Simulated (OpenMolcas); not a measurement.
# One shape, several levels: TiO2 (titanium dioxide)

Wanted: a comparison of 6 runs (B3LYP/6-31G*, PBE/aug-cc-pVDZ, PBE0/aug-cc-pVDZ, SVWN5/aug-cc-pVDZ, revPBE/aug-cc-pVDZ, MP2/aug-cc-pVDZ) of TiO2 (titanium dioxide). 

The calculation is run with OpenMolcas 26.06.

### 1 The structure to begin with

TiO2: 3 atoms, total charge 0, spin state singlet. SMILES: `[O]=[Ti]=[O]`. The coordinates come from a PBE0-D4/def2-TZVP relaxation.

Bond lengths: O1–Ti2 1.628 Å, Ti2–O3 1.628 Å. Angles: O1–Ti2–O3 111.8°.

### 2 Energy and gradient at B3LYP/6-31G(d) (spherical functions) (run 1)

The input, input.xyz:

```xyz
3

O      0.921000     0.928800     0.444600
Ti     0.135000    -0.492000     0.331600
O     -1.056100    -0.436800    -0.776200
```

The input, job.input:

```
* O2Ti Kohn-Sham DFT
&GATEWAY
BASLIB = $CurrDir
COORD = input.xyz
BASIS = 6-31Gs
GROUP = NoSym
&SEWARD
GRIDINPUT
Grid=UltraFine
End of Grid
&SCF
KSDFT = B3LYP
THRESHOLDS = 1e-10 1e-07 1e-07 1e-05
PRORBITALS = 1 1
&ALASKA
```

The basis set 6-31G* is read from a file made from the Basis Set Exchange's data (not shown).

Run with:

```sh
$ export MOLCAS_MEM=1860
$ pymolcas job.input > job.log
```

Output:

```text
--- Start Module: gateway ---
[...]
--- Stop Module: gateway /rc=_RC_ALL_IS_WELL_ ---
[...]
      Basis functions           62
[...]
--- Start Module: scf ---
[...]
       Convergence after  18 Iterations
[...]
::    Total KS-DFT energy                            -999.8927385515
[...]
      Total spin, S                                     0.0000000000
[...]
      Total electronic charge=   38.000000
      Total            charge=   -0.000000
[...]
      Dipole Moment (debye):
      Origin of the operator (angstrom)=    0.0539   -0.1967    0.1325
                   X=  1.4586E+00               Y= -5.3153E+00               Z=  3.5822E+00           Total=  6.5736E+00
      Quadrupole Moment (debye*angstrom):
[...]
--- Stop Module: scf /rc=_RC_ALL_IS_WELL_ ---
[...]
--- Start Module: alaska ---
[...]
 *              Molecular gradients               *
 **************************************************
  Irreducible representation: a
 ------------------------------------------------------------------------------------------
                              X                       Y                       Z
 ------------------------------------------------------------------------------------------
  O1                2.39419804261232E-04   -2.00613738474686E-03    1.06880213685745E-03
  TI2              -1.04949719094716E-03    3.65309997414442E-03   -2.50480515829210E-03
  O3                8.10077386692143E-04   -1.64696258942620E-03    1.43600302141422E-03
 ------------------------------------------------------------------------------------------
--- Stop Module: alaska /rc=_RC_ALL_IS_WELL_ ---
[...]
```

Run time: 11 s. Hardware: 1 thread of Intel Xeon 6975P-C (Granite Rapids), shared host; peak memory 0.4 GiB.

### 3 Energy and forces at PBE/aug-cc-pVDZ (run 2)

The input, mol.input:

```
* O2Ti Kohn-Sham DFT

&GATEWAY
 BASLIB=$CurrDir
 COORD
 3
 angstrom
 O        0.921000       0.928800       0.444600
 Ti       0.135000      -0.492000       0.331600
 O       -1.056100      -0.436800      -0.776200
 BASIS=aug-cc-pVDZ
 GROUP=NoSym

&SEWARD
 GRIDINPUT
 Grid=UltraFine
 End of Grid

&SCF
 KSDFT=PBE
 THRESHOLDS=1e-10 1e-07 1e-07 1e-05
 PRORBITALS=1 1

&ALASKA
```

The basis set aug-cc-pVDZ is read from a file made from the Basis Set Exchange's data (not shown).

Run with:

```sh
$ export MOLCAS_MEM=1860
$ pymolcas mol.input > mol.log
```

Output:

```text
--- Start Module: gateway ---
[...]
--- Stop Module: gateway /rc=_RC_ALL_IS_WELL_ ---
[...]
      Basis functions          105
[...]
--- Start Module: scf ---
[...]
       Convergence after  19 Iterations
[...]
::    Total KS-DFT energy                            -999.6548521945
[...]
      Total spin, S                                     0.0000000000
[...]
      Total electronic charge=   38.000000
      Total            charge=   -0.000000
[...]
      Dipole Moment (debye):
      Origin of the operator (angstrom)=    0.0539   -0.1967    0.1325
                   X=  1.3997E+00               Y= -5.1007E+00               Z=  3.4376E+00           Total=  6.3082E+00
      Quadrupole Moment (debye*angstrom):
[...]
--- Stop Module: scf /rc=_RC_ALL_IS_WELL_ ---
[...]
--- Start Module: alaska ---
[...]
 *              Molecular gradients               *
 **************************************************
  Irreducible representation: a
 ------------------------------------------------------------------------------------------
                              X                       Y                       Z
 ------------------------------------------------------------------------------------------
  O1               -9.29194638632680E-03   -2.12370617231308E-02    5.47469583105364E-04
  TI2              -6.88423177159780E-03    2.49170570756014E-02   -1.68351570616210E-02
  O3                1.61761781579273E-02   -3.67999535252017E-03    1.62876874785276E-02
 ------------------------------------------------------------------------------------------
--- Stop Module: alaska /rc=_RC_ALL_IS_WELL_ ---
[...]
```

It took 37 s on 1 thread of Intel Xeon 6975P-C (Granite Rapids), shared host; peak memory 0.6 GiB.

Run 3 isn't shown in full; the table further down has it.

### 4 Energy and gradient at SVWN5/aug-cc-pVDZ (run 4)

The input, mol.input:

```
* O2Ti Kohn-Sham DFT

&GATEWAY
 BasLib
 $CurrDir
 Coord
 3
 angstrom
 O        0.921000       0.928800       0.444600
 Ti       0.135000      -0.492000       0.331600
 O       -1.056100      -0.436800      -0.776200
 Basis
 aug-cc-pVDZ
 Group
 NoSym

&SEWARD
 GridInput
 Grid=UltraFine
 End of Grid

&SCF
 KSDFT
 SVWN5
 Thresholds
 1e-10 1e-07 1e-07 1e-05
 PrOrbitals
 1 1

&ALASKA
```

The basis set aug-cc-pVDZ is read from a file made from the Basis Set Exchange's data (not shown).

Run with:

```sh
$ export MOLCAS_MEM=1860
$ pymolcas mol.input > mol.log
```

Output:

```text
--- Start Module: gateway ---
[...]
--- Stop Module: gateway /rc=_RC_ALL_IS_WELL_ ---
[...]
      Basis functions          105
[...]
--- Start Module: scf ---
[...]
       Convergence after  21 Iterations
[...]
::    Total KS-DFT energy                            -996.9418691458
[...]
      Total spin, S                                     0.0000000000
[...]
      Total electronic charge=   38.000000
      Total            charge=   -0.000000
[...]
      Dipole Moment (debye):
      Origin of the operator (angstrom)=    0.0539   -0.1967    0.1325
                   X=  1.3914E+00               Y= -5.0707E+00               Z=  3.4173E+00           Total=  6.2710E+00
      Quadrupole Moment (debye*angstrom):
[...]
--- Stop Module: scf /rc=_RC_ALL_IS_WELL_ ---
[...]
--- Start Module: alaska ---
[...]
 *              Molecular gradients               *
 **************************************************
  Irreducible representation: a
 ------------------------------------------------------------------------------------------
                              X                       Y                       Z
 ------------------------------------------------------------------------------------------
  O1               -5.41822750772525E-05   -6.01088952614504E-03    2.49997762189080E-03
  TI2              -2.80086486054643E-03    1.00451382574036E-02   -6.81022351861493E-03
  O3                2.85504713561480E-03   -4.03424873133806E-03    4.31024589675033E-03
 ------------------------------------------------------------------------------------------
--- Stop Module: alaska /rc=_RC_ALL_IS_WELL_ ---
[...]
```

Run time: 32 s. Hardware: 1 thread of Intel Xeon 6975P-C (Granite Rapids), shared host; peak memory 0.6 GiB.

Run 5 isn't shown in full; the table further down has it.

### 5 A single-point energy at MP2/aug-cc-pVDZ (run 6)

The input, test.input:

```
* O2Ti MP2
>>> EXPORT MOLCAS_PRINT=2
&gateway
baslib
$CurrDir
coord
3
angstrom
O        0.921000       0.928800       0.444600
Ti       0.135000      -0.492000       0.331600
O       -1.056100      -0.436800      -0.776200
basis
aug-cc-pVDZ
group
NoSym
&seward
&scf
thresholds
1e-10 1e-07 1e-07 1e-05
prorbitals
1 1
&mbpt2
frozen
7
```

The basis set aug-cc-pVDZ is read from a file made from the Basis Set Exchange's data (not shown).

Run with:

```sh
$ export MOLCAS_MEM=1860
$ pymolcas test.input > test.log
```

Output:

```text
--- Start Module: gateway ---
[...]
--- Stop Module: gateway /rc=_RC_ALL_IS_WELL_ ---
[...]
      Basis functions          105
[...]
--- Start Module: scf ---
[...]
       Convergence after  18 Iterations
[...]
::    Total SCF energy                               -998.1451248559
[...]
      Total spin, S                                     0.0000000000
[...]
      Total electronic charge=   38.000000
      Total            charge=   -0.000000
[...]
      Dipole Moment (debye):
      Origin of the operator (angstrom)=    0.0539   -0.1967    0.1325
                   X=  1.7581E+00               Y= -6.4073E+00               Z=  4.3181E+00           Total=  7.9241E+00
      Quadrupole Moment (debye*angstrom):
[...]
--- Stop Module: scf /rc=_RC_ALL_IS_WELL_ ---
[...]
--- Start Module: mbpt2 ---
[...]
WARNING!
Default frozen orbitals as non valence orbitals is overwritten by user input.
Default values:   8
[...]
       Reference weight ( Cref**2 )         =        0.76805
::    Total MBPT2 energy                             -998.9667673411
[...]
      Total MBPT2 calculations                           0.36      0.42
--- Stop Module: mbpt2 /rc=_RC_ALL_IS_WELL_ ---
[...]
```

Wall time 14 s (1 thread of Intel Xeon 6975P-C (Granite Rapids), shared host); peak memory 0.6 GiB.

### 6 All runs side by side

```
run                               level      task  integration grid  energy (Eh)  dipole moment (D) of the reference  HOMO energy (eV)  LUMO energy (eV)  wall time
  1  B3LYP/6-31G* (spherical functions)  gradient         UltraFine  -999.892739                                6.57             -6.50             -3.00       11 s
  2                     PBE/aug-cc-pVDZ  gradient         UltraFine  -999.654852                                6.31             -5.80             -3.51       37 s
  3                    PBE0/aug-cc-pVDZ  gradient         UltraFine  -999.631338                                6.72             -7.33             -2.84       33 s
  4                   SVWN5/aug-cc-pVDZ  gradient         UltraFine  -996.941869                                6.27             -6.03             -3.64       32 s
  5                  revPBE/aug-cc-pVDZ  gradient         UltraFine  -999.883727                                6.32             -5.72             -3.43       35 s
  6                     MP2/aug-cc-pVDZ    energy                 –  -998.966767                                7.92            -11.19             -1.22       14 s
```

### 7 Summary of results

```
                                          quantity          value
                               run 6: total energy  -998.96677 Eh
         run 6: dipole moment (mean-field density)         7.92 D
        run 6: HOMO energy (Hartree–Fock orbitals)      -11.19 eV
        run 6: LUMO energy (Hartree–Fock orbitals)       -1.22 eV
      run 6: HOMO–LUMO gap (Hartree–Fock orbitals)        9.96 eV
run 6: correlation energy (7 core orbitals frozen)     -821.6 mEh
```

**Reading.** Over runs 1, 2, 3, 4, 5 the dipole moment (its size) runs from 6.27 D (SVWN5/aug-cc-pVDZ) to 6.72 D (PBE0/aug-cc-pVDZ). Over runs 1, 2, 3, 4, 5 the HOMO–LUMO gap runs from 2.29 eV (revPBE/aug-cc-pVDZ) to 4.49 eV (PBE0/aug-cc-pVDZ). Totals of different functionals can't be ranked against each other. All runs together took 2.7 min, the longest 37 s.
